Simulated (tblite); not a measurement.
# ClGeH7NOSi2: the cost of one run

Programs: tblite 0.8.0 and PySCF 2.14.0. All values are calculated, for the isolated system unless a continuum is named. Atoms count from 0, parts from 1.

## (1) The system as given

13 atoms, charge 0, multiplicity 2; geometry: distance geometry start.

## (2) Relaxing the cluster with GFN2-xTB

What the job is given:

```
{"job": {"kind": "relax", "xc": "GFN2-xTB", "basis": "xTB"}, "charge": 0, "multiplicity": 2}
Ge    -0.822945    -0.357994     1.648163
Si     1.216055    -1.430436     1.610147
O     -0.609789     1.413964     1.100412
Si    -1.578391     2.232450    -0.090038
Cl    -1.676541    -0.423847     3.698481
N     -2.027811    -1.248348     0.430154
H      1.272282    -2.318255     0.505505
H      1.389894    -2.149834     2.829125
H      2.268678    -0.452960     1.513518
H     -2.921860     1.736573    -0.065716
H     -1.027089     2.023346    -1.405904
H     -1.605531     3.649863     0.149042
H     -1.828205    -2.111772    -0.024943
```

Level: GFN2-xTB geometry optimisation, gas phase.

The run is started by

```sh
$ OMP_NUM_THREADS=1 python cluster_run.py task.json out
```

This one command runs all jobs of the session in turn.

Q: Estimate the wall time of this first job on 1 thread of Arm Neoverse N1, shared host.

About 7.5 s.
